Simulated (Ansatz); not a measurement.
# Sn3Se: the cost of one run

Method: DFT PBE, scalar-relativistic, plane waves, PAW, in Ansatz 0.2.0.

## 1. The structure to begin with

The structure is cubic, space group Fm-3m (No. 225). Conventional cell: a = 7.466 Å, b = 7.466 Å, c = 7.466 Å, α = 90.00°, β = 90.00°, γ = 90.00°. Around Sn (site symmetry -43m) lie 4 Sn at 3.23 Å and 4 Se at 3.23 Å. Around Sn (site symmetry m-3m) lie 8 Sn at 3.23 Å. Se (site symmetry m-3m) has 8 Sn at 3.23 Å as nearest neighbours.

Structure file:

```
CELL_PARAMETERS angstrom
0.00000 3.73314 3.73314
3.73314 0.00000 3.73314
3.73314 3.73314 0.00000
ATOMIC_POSITIONS crystal
Sn 0.25000 0.25000 0.25000
Sn 0.75000 0.75000 0.75000
Sn 0.50000 0.50000 0.50000
Se 0.00000 0.00000 0.00000
```

The structure comes from the Materials Project (structure only).

## 2. A distortion that keeps the symmetry

What differs from the listed cell: strain xx, yy, zz, yz, xz, xy = +0.3, +0.3, +0.3, +0.0, +0.0, +0.0 %.

The input, input.yaml:

```yaml
crystal:
  lattice:
    - [0.0, 3.7429188216, 3.7429188216]
    - [3.7429188216, 0.0, 3.7429188216]
    - [3.7429188216, 3.7429188216, 0.0]
  atoms:
    - { symbol: Sn, position: [0.25, 0.25, 0.25] }
    - { symbol: Sn, position: [0.75, 0.75, 0.75] }
    - { symbol: Sn, position: [0.5, 0.5, 0.5] }
    - { symbol: Se, position: [0.0, 0.0, 0.0] }
basis:
  ecutwfc: 420
kpoints:
  mp_grid: { grid: [10, 10, 10] }
hamiltonian:
  xc: pbe
scf:
  occupations: { method: gaussian, width: 0.1 }
output:
  forces: true
  stress: true
  eigenvalues: true
```

Launch:

```bash
$ ansatz run input.yaml --threads 1 --pin off --max-ram 1331MiB --backend cpu --events-out ev --progress --plain --runs-dir out
```

What time and memory should one allow on 1 thread of an x86-64 CPU, shared host?

About 5 s, with a peak of 0.49 GiB.
